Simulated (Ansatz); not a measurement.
# CH7NOSSi: basis-set convergence

One table from this session's results is given with a row withheld; the runs are named, their logs left out.

Program: Ansatz 0.2.0, Gaussian basis. Level of theory: one geometry, several basis sets. These are calculated values, not measurements.

The runs, in order: PBE0-D4/def2-SVP; ωB97M-V/def2-SVP; PBE0-D4/def2-QZVPP; ωB97M-V/def2-QZVPP; the functionals' def2-TZVPP values are taken from earlier runs.

### The geometry

All runs share one geometry, relaxed beforehand with PBE0-D4 in a triple-zeta def2 set.

12 atoms, charge 0, spin multiplicity 1.

Atoms are counted from 1 here; the program's logs count them from 0.

Bond lengths: N1–C2 1.443 Å, N1–H6 1.010 Å, N1–H7 1.015 Å, C2–O3 1.416 Å, C2–Si4 1.906 Å, C2–H8 1.101 Å, O3–H9 0.965 Å, Si4–S5 2.139 Å, Si4–H10 1.485 Å, Si4–H11 1.486 Å, S5–H12 1.346 Å. Angles: C2–N1–H6 112.4°, C2–N1–H7 112.0°, H6–N1–H7 109.2°, N1–C2–O3 109.8°, N1–C2–Si4 114.6°, N1–C2–H8 107.1°, O3–C2–Si4 105.1°, O3–C2–H8 110.4°, Si4–C2–H8 109.8°, C2–O3–H9 105.9°, C2–Si4–S5 107.5°, C2–Si4–H10 111.9°, C2–Si4–H11 109.9°, S5–Si4–H10 112.0°, S5–Si4–H11 105.3°, H10–Si4–H11 110.0°, Si4–S5–H12 92.7°.

Coordinates:

```xyz
12

N    -1.1873   -0.0366    1.0747
C     0.0595   -0.5781    0.5907
O     1.1438    0.0539    1.2458
Si    0.3741   -0.3031   -1.2686
S     0.0939    1.7793   -1.6671
H    -1.9471   -0.6986    1.0054
H    -1.4439    0.8184    0.5923
H     0.0520   -1.6563    0.8128
H     0.8559    0.1953    2.1560
H     1.7226   -0.7720   -1.6776
H    -0.6691   -0.9986   -2.0668
H     1.0228    2.1412   -0.7633
```

The first run:

Input file in.yaml:

```yaml
crystal:
  periodic: [false, false, false]
  atoms:
    - {symbol: N, position_ang: [-1.187266, -0.036553, 1.074732]}
    - {symbol: C, position_ang: [0.059503, -0.578058, 0.590667]}
    - {symbol: O, position_ang: [1.143769, 0.053943, 1.245762]}
    - {symbol: Si, position_ang: [0.374137, -0.303067, -1.268609]}
    - {symbol: S, position_ang: [0.093858, 1.779329, -1.667122]}
    - {symbol: H, position_ang: [-1.947147, -0.698626, 1.005389]}
    - {symbol: H, position_ang: [-1.443864, 0.818377, 0.592342]}
    - {symbol: H, position_ang: [0.052029, -1.656293, 0.812754]}
    - {symbol: H, position_ang: [0.855875, 0.195260, 2.156026]}
    - {symbol: H, position_ang: [1.722624, -0.772007, -1.677595]}
    - {symbol: H, position_ang: [-0.669131, -0.998636, -2.066829]}
    - {symbol: H, position_ang: [1.022813, 2.141231, -0.763315]}
basis:
  gaussian: {orbitals: def2-SVP}
hamiltonian: {xc: pbe0, dispersion: d4}
output: {orbitals: {seedname: orbitals}}
```

Command:

```bash
$ ansatz run in.yaml --threads 4 --pin off --events-out ev --progress --plain --max-ram 10444MiB
```

Steps of the session up to this table: PBE0-D4 in def2-SVP; ωB97M-V in def2-SVP; PBE0-D4 in def2-QZVPP; ωB97M-V in def2-QZVPP.

One table of the session follows, with a row left open; its other results are not shown here.

It belongs to the step «Density functionals: the series». 

| functional | basis | HOMO (eV) | LUMO (eV) |
| --- | --- | --- | --- |
| PBE0-D4 | def2-SVP | -6.82 | 0.86 |
| PBE0-D4 | def2-TZVPP | -7.01 | 0.32 |
| PBE0-D4 | def2-QZVPP | -7.06 | 0.05 |
| ωB97M-V | def2-SVP | ? | ? |
| ωB97M-V | def2-TZVPP | -9.28 | 1.95 |
| ωB97M-V | def2-QZVPP | -9.33 | 1.40 |

**Question.** Estimate the row for ωB97M-V, def2-SVP.

**Answer.** HOMO (eV): -9.07; LUMO (eV): 2.74. In the column «HOMO (eV)» it lies between ωB97M-V, def2-TZVPP (-9.28) and PBE0-D4, def2-QZVPP (-7.06).
